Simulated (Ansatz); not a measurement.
Predict the output of the script below (Ansatz's Python interface).

`freq_c2h4cl2si.py`:
```python
"""Harmonic frequencies of C2H4Cl2Si at its relaxed geometry."""

import ansatz
from ase import Atoms
from ase.thermochemistry import IdealGasThermo
import numpy as np

BASIS_SET = "def2-SVP"
XC = "r2SCAN"

mol = (
    ansatz.Crystal.molecule()
    .atom("C", (-0.1528, 0.8058, 1.3818))
    .atom("C", (-0.482, -0.0747, 0.4369))
    .atom("Si", (0.4266, -0.4175, -1.0996))
    .atom("Cl", (0.9999, -2.3886, -0.9724))
    .atom("Cl", (-0.8974, -0.2197, -2.6081))
    .atom("H", (0.6552, 1.5328, 1.303))
    .atom("H", (-0.8154, 0.9641, 2.2453))
    .atom("H", (-1.312, -0.6882, 0.5586))
    .atom("H", (1.6664, 0.4397, -1.2626))
)

calc = mol.calculation().basis(gaussian=BASIS_SET).functional(XC)
symbols = [site.symbol for site in mol.cartesian_sites]
start = np.array([site.position_ang for site in mol.cartesian_sites], dtype=float)
def progress(event):
    if event["event"] == "relax_step":
        row = event["data"]
        print(f"step {row['step']:3d}  E = {row['lagrangian_ev']:.6f} eV  largest force component {row['allowed_force_max_ev_ang']:.4f} eV/A")


rep = calc.relax(force_tolerance=0.003, max_steps=100).session().plan().execute(on_event=progress).report
end = np.array(rep["positions_ang"])

print("final positions (A) and the move of each atom")
for symbol, xyz, old in zip(symbols, end, start):
    print(f"{symbol:2s} {xyz[0]:10.5f} {xyz[1]:10.5f} {xyz[2]:10.5f}   {np.linalg.norm(xyz - old):7.4f}")

# same settings at the minimum
minimum = ansatz.Crystal.molecule()
for symbol, place in zip(symbols, end):
    minimum = minimum.atom(symbol, place.tolist())
vibrating = minimum.calculation()
vibrating = vibrating.basis(gaussian=BASIS_SET).functional(XC)
vibrating = vibrating.phonons(temperatures=(200, 600, 100))
vib = vibrating.run().report["vibrations"]
sums = vib["harmonic_sums"]
modes = [m["omega_inv_cm"] for m in sums["modes_at_gamma"] if m["rigid_motion"] == "no"]
for number, w in enumerate(modes, start=1):
    print(f"mode {number:2d} {w:9.1f} 1/cm {w / 8065.544 * 1000:8.2f} meV")
print("imaginary modes:", sum(w < 0 for w in modes), " zero-point energy:", round(sums["zero_point_energy_ev"], 4), "eV")
# rigid rotor and ideal gas, symmetry number taken as one
gas = IdealGasThermo(vib_energies=[w / 8065.544 for w in modes if w > 0], geometry="linear" if len(modes) == 3 * len(symbols) - 5 else "nonlinear",
                     atoms=Atoms(symbols, positions=end), symmetrynumber=1, spin=0.0)
print(f"H(298 K) - E = {gas.get_enthalpy(298.15, verbose=False):.4f} eV")
print(f"S(298 K, 1 bar) = {96485.33 * gas.get_entropy(298.15, 1e5, verbose=False):.1f} J/(mol K) with symmetry number 1")
```

`python freq_c2h4cl2si.py` gives:
```text
step   1  E = -35048.695171 eV  largest force component 2.0300 eV/A
step   2  E = -35048.743035 eV  largest force component 1.4549 eV/A
step   3  E = -35048.831132 eV  largest force component 0.9572 eV/A
step   4  E = -35048.858545 eV  largest force component 0.2849 eV/A
step   5  E = -35048.895037 eV  largest force component 0.0743 eV/A
step   6  E = -35048.896857 eV  largest force component 0.1172 eV/A
step   7  E = -35048.897251 eV  largest force component 0.0182 eV/A
step   8  E = -35048.897328 eV  largest force component 0.0025 eV/A
step   9  E = -35048.897347 eV  largest force component 0.0023 eV/A
final positions (A) and the move of each atom
C    -0.17917    0.84011    1.35304    0.0520
C    -0.54796   -0.11527    0.48493    0.0911
Si    0.41630   -0.44470   -1.05759    0.0511
Cl    1.08995   -2.40003   -1.06578    0.1302
Cl   -0.79258   -0.18236   -2.71497    0.1543
H     0.70718    1.46508    1.18581    0.1450
H    -0.74470    1.04294    2.27035    0.1088
H    -1.44378   -0.71581    0.69541    0.1919
H     1.58325    0.46374   -1.16829    0.1280
mode  1      73.6 1/cm     9.13 meV
mode  2     165.8 1/cm    20.55 meV
mode  3     171.7 1/cm    21.29 meV
mode  4     182.0 1/cm    22.56 meV
mode  5     321.0 1/cm    39.80 meV
mode  6     519.3 1/cm    64.38 meV
mode  7     526.3 1/cm    65.26 meV
mode  8     598.4 1/cm    74.19 meV
mode  9     730.4 1/cm    90.55 meV
mode 10     804.1 1/cm    99.70 meV
mode 11     812.5 1/cm   100.73 meV
mode 12     983.1 1/cm   121.89 meV
mode 13    1007.0 1/cm   124.85 meV
mode 14    1032.9 1/cm   128.06 meV
mode 15    1267.1 1/cm   157.10 meV
mode 16    1415.6 1/cm   175.51 meV
mode 17    1655.2 1/cm   205.22 meV
mode 18    2271.7 1/cm   281.65 meV
mode 19    3115.7 1/cm   386.29 meV
mode 20    3144.6 1/cm   389.88 meV
mode 21    3213.8 1/cm   398.46 meV
imaginary modes: 0  zero-point energy: 1.4885 eV
H(298 K) - E = 1.6989 eV
S(298 K, 1 bar) = 352.0 J/(mol K) with symmetry number 1
```

Total energies depend on the basis set; only differences at equal settings carry meaning. The frequencies are harmonic and unscaled, in a modest basis. The result belongs to the one conformer reached from this start, and soft torsions count as harmonic oscillators. The entropy takes a symmetry number of 1; a symmetric molecule's is lower by R ln(sigma). Finished in 3.8 min on 1 thread of Arm Neoverse V2, on a shared host, peak memory 0.3 GiB.
